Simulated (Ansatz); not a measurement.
**CH3NSSi: how energies converge with the basis set**

Aim: see how fast density functionals converge with the basis set for CH3NSSi.

Computed with Ansatz 0.2.0, Gaussian basis. Level: one geometry, several basis sets.

Plan: PBE0-D4/def2-SVP; ωB97M-V/def2-SVP; PBE0-D4/def2-QZVPP; ωB97M-V/def2-QZVPP; the functionals' def2-TZVPP values are taken from earlier runs.

## (1) Structure used throughout

An earlier PBE0-D4 in a triple-zeta def2 set relaxation fixed the geometry.

SMILES `N=C1[SiH2]S1`, 7 atoms, charge 0, spin multiplicity 1.

Atoms are counted from 1 here; the program's logs count them from 0.

Bond lengths: N1–C2 1.250 Å, N1–H5 1.021 Å, C2–Si3 1.820 Å, C2–S4 1.826 Å, Si3–S4 2.125 Å, Si3–H6 1.479 Å, Si3–H7 1.479 Å. Angles: C2–N1–H5 113.5°, N1–C2–Si3 152.1°, N1–C2–S4 136.6°, Si3–C2–S4 71.3°, C2–Si3–S4 54.5°, C2–Si3–H6 120.4°, C2–Si3–H7 120.4°, S4–Si3–H6 118.0°, S4–Si3–H7 118.0°, H6–Si3–H7 113.2°, C2–S4–Si3 54.2°.

## (2) PBE0-D4 in def2-SVP

Contents of in.yaml:

```yaml
crystal:
  periodic: [false, false, false]
  atoms:
    - {symbol: N, position_ang: [-1.546987, 0.664943, -0.806510]}
    - {symbol: C, position_ang: [-0.585543, 0.080634, -0.262909]}
    - {symbol: Si, position_ang: [1.108522, 0.045324, 0.402626]}
    - {symbol: S, position_ang: [-0.237649, -1.598010, 0.365084]}
    - {symbol: H, position_ang: [-2.361060, 0.065266, -0.945087]}
    - {symbol: H, position_ang: [2.271598, 0.010310, -0.510363]}
    - {symbol: H, position_ang: [1.412320, 0.663532, 1.711459]}
basis:
  gaussian: {orbitals: def2-SVP}
hamiltonian: {xc: pbe0, dispersion: d4}
output: {orbitals: {seedname: orbitals}}
```

Command:

```bash
ansatz run in.yaml --threads 2 --pin off --events-out ev --progress --plain --max-ram 4352MiB
```

The program printed:

```text
Functional definition: PBE0
  name "PBE0"
  cite "Adamo & Barone, J. Chem. Phys. 110, 6158 (1999) doi:10.1063/1.478522"
  cite "Perdew, Burke & Ernzerhof, Phys. Rev. Lett. 77, 3865 (1996) doi:10.1103/PhysRevLett.77.3865"
  parent pbe
  parameter a = 0.25
  parameter kappa = 0.804
  parameter beta = 0.06672455060314922
  exchange = (1 - a)*pbe_x(kappa = kappa, mu = beta*pi^2/3) + a*exact_x
  correlation = pbe_c(beta = beta)
765 factors; integrals over basis functions are off by at most 1.4e-3 eV
mean field evaluation 1: about -21264.3318 eV, gradient 4.8e1 eV
mean field evaluation 2: about -21240.5840 eV, gradient 1.0e2 eV
mean field evaluation 4: about -21269.5300 eV, gradient 1.2e1 eV
mean field evaluation 8: about -21269.9358 eV, gradient 8.5e-1 eV
mean field evaluation 16: about -21269.9378 eV, gradient 1.6e-4 eV
mean field -21269.93783494 eV, -781.6557981522 hartree, gradient 2.2e-5 eV, S^2 0.000000; 0 other end points of the search recorded, 0 dependent functions left out
reference -21269.93785711 eV, -781.6557989672 hartree; 23, 23 occupied and 56, 56 virtual orbitals, 765 factors
Total energy: -21270.08469209 eV, -781.6611950532 hartree
```

Wall time 1.1 s (2 threads of Arm Neoverse V2, shared host).

## (3) ωB97M-V in def2-SVP

in.yaml: that of step 2 with these lines changed.

```diff
@@ -12,3 +12,3 @@
   gaussian: {orbitals: def2-SVP}
-hamiltonian: {xc: pbe0, dispersion: d4}
+hamiltonian: {xc: {name: wB97M-V}}
 output: {orbitals: {seedname: orbitals}}
```

The command is unchanged.

The program printed, cut to the lines that bear on the results:

```text
Functional definition: wB97M-V
  name "wB97M-V"
  cite "Mardirossian & Head-Gordon, J. Chem. Phys. 144, 214110 (2016) doi:10.1063/1.4952647"
  cite "Becke, J. Chem. Phys. 107, 8554 (1997) doi:10.1063/1.475007"
  cite "Vydrov & Van Voorhis, J. Chem. Phys. 133, 244103 (2010) doi:10.1063/1.3521275"
  # Of w^i u^j: cxij and so on, Table III.
[...]
  gx(w, u) = 1 - cx + cx01*u + cx10*w
  gss(w, u) = css00 + css04*u^4 + css10*w + css20*w^2 + css43*w^4*u^3
  gos(w, u) = cos00 + cos10*w + (cos20 + cos21*u)*w^2 + (cos60 + cos61*u)*w^6
[...]
      + integral(e_c_pw_mod_opposite_spin*gos(b97_w_opposite, b97_u_opposite)) + vv10(b, c)
765 factors; integrals over basis functions are off by at most 1.4e-3 eV
243 factors; integrals over basis functions are off by at most 1.1e-5 eV
[...]
mean field -21277.82612630 eV, -781.9456875129 hartree, gradient 4.3e-5 eV, S^2 0.000000; 0 other end points of the search recorded, 0 dependent functions left out
reference -21277.82616189 eV, -781.9456888209 hartree; 23, 23 occupied and 56, 56 virtual orbitals, 765 factors
Total energy: -21277.82616189 eV, -781.9456888209 hartree
```

Wall time 4.9 s (2 threads of Arm Neoverse V2, shared host).

## (4) PBE0-D4 in def2-QZVPP

in.yaml: that of step 3 with these lines changed.

```diff
@@ -11,4 +11,4 @@
 basis:
-  gaussian: {orbitals: def2-SVP}
-hamiltonian: {xc: {name: wB97M-V}}
+  gaussian: {orbitals: "def2-QZVPP.json"}
+hamiltonian: {xc: pbe0, dispersion: d4}
 output: {orbitals: {seedname: orbitals}}
```

Same command.

The program printed:

```text
Functional definition: PBE0
  name "PBE0"
  cite "Adamo & Barone, J. Chem. Phys. 110, 6158 (1999) doi:10.1063/1.478522"
  cite "Perdew, Burke & Ernzerhof, Phys. Rev. Lett. 77, 3865 (1996) doi:10.1103/PhysRevLett.77.3865"
  parent pbe
  parameter a = 0.25
  parameter kappa = 0.804
  parameter beta = 0.06672455060314922
  exchange = (1 - a)*pbe_x(kappa = kappa, mu = beta*pi^2/3) + a*exact_x
  correlation = pbe_c(beta = beta)
1281 factors; their error is unknown
mean field evaluation 1: about -21271.4385 eV, gradient 6.3e1 eV
mean field evaluation 2: about -21193.1350 eV, gradient 1.5e2 eV
mean field evaluation 4: about -21279.4087 eV, gradient 1.9e1 eV
mean field evaluation 8: about -21280.1980 eV, gradient 2.1e-1 eV
mean field evaluation 16: about -21280.2153 eV, gradient 2.7e-4 eV
mean field -21280.21530765 eV, -782.0334883081 hartree, gradient 2.9e-5 eV, S^2 0.000000; 0 other end points of the search recorded, 0 dependent functions left out
reference -21280.21534142 eV, -782.0334895492 hartree; 23, 23 occupied and 321, 321 virtual orbitals, 1281 factors
Total energy: -21280.36217640 eV, -782.0388856352 hartree
```

Wall time 7 s (2 threads of Arm Neoverse V2, shared host); peak memory 0.91 GiB.

## (5) ωB97M-V in def2-QZVPP

in.yaml: that of step 4 with these lines changed.

```diff
@@ -12,3 +12,3 @@
   gaussian: {orbitals: "def2-QZVPP.json"}
-hamiltonian: {xc: pbe0, dispersion: d4}
+hamiltonian: {xc: {name: wB97M-V}}
 output: {orbitals: {seedname: orbitals}}
```

Same command.

The program printed, cut to the lines that bear on the results:

```text
Functional definition: wB97M-V
  name "wB97M-V"
  cite "Mardirossian & Head-Gordon, J. Chem. Phys. 144, 214110 (2016) doi:10.1063/1.4952647"
  cite "Becke, J. Chem. Phys. 107, 8554 (1997) doi:10.1063/1.475007"
  cite "Vydrov & Van Voorhis, J. Chem. Phys. 133, 244103 (2010) doi:10.1063/1.3521275"
  # Of w^i u^j: cxij and so on, Table III.
[...]
  gx(w, u) = 1 - cx + cx01*u + cx10*w
  gss(w, u) = css00 + css04*u^4 + css10*w + css20*w^2 + css43*w^4*u^3
  gos(w, u) = cos00 + cos10*w + (cos20 + cos21*u)*w^2 + (cos60 + cos61*u)*w^6
[...]
      + integral(e_c_pw_mod_opposite_spin*gos(b97_w_opposite, b97_u_opposite)) + vv10(b, c)
1233 factors; their error is unknown
274 factors; integrals over basis functions are off by at most 1.2e-5 eV
[...]
mean field -21288.13325347 eV, -782.3244674499 hartree, gradient 1.8e-5 eV, S^2 0.000000; 0 other end points of the search recorded, 0 dependent functions left out
reference -21288.13330858 eV, -782.3244694753 hartree; 23, 23 occupied and 321, 321 virtual orbitals, 1233 factors
Total energy: -21288.13330858 eV, -782.3244694753 hartree
```

It took 18 s on 2 threads of Arm Neoverse V2, shared host; peak memory 1.1 GiB.

## (6) Density functionals: the series

The def2-TZVPP values come from earlier runs at the same geometry.

| functional | basis | functions | energy (eV) | from the largest (eV) | HOMO (eV) | LUMO (eV) |
| --- | --- | --- | --- | --- | --- | --- |
| PBE0-D4 | def2-SVP | 79 | -21270.0847 | 10.277 | -7.05 | -0.76 |
| PBE0-D4 | def2-TZVPP | 188 | -21279.6313 | 0.731 | -7.19 | -1.03 |
| PBE0-D4 | def2-QZVPP | 344 | -21280.3622 | 0.000 | -7.22 | -1.11 |
| ωB97M-V | def2-SVP | 79 | -21277.8262 | 10.307 | -9.11 | 1.37 |
| ωB97M-V | def2-TZVPP | 188 | -21287.4500 | 0.683 | -9.28 | 0.87 |
| ωB97M-V | def2-QZVPP | 344 | -21288.1333 | 0.000 | -9.32 | 0.62 |

## (7) Summary of results

```
                                       quantity           value
PBE0-D4: double and triple zeta above quadruple  10.28, 0.73 eV
ωB97M-V: double and triple zeta above quadruple  10.31, 0.68 eV
```

For PBE0-D4 the step from double to triple zeta gains 9.55 eV and the next only 0.73 eV. These are total energies; as a rule much of such shifts cancels in differences, which this series doesn't test. The LUMO of ωB97M-V is positive and keeps falling with the basis (1.37 to 0.62 eV): an unbound level that the basis holds in place.

For PBE0-D4 the largest set took about 6 times as long as the smallest (7 s against 1.1 s).
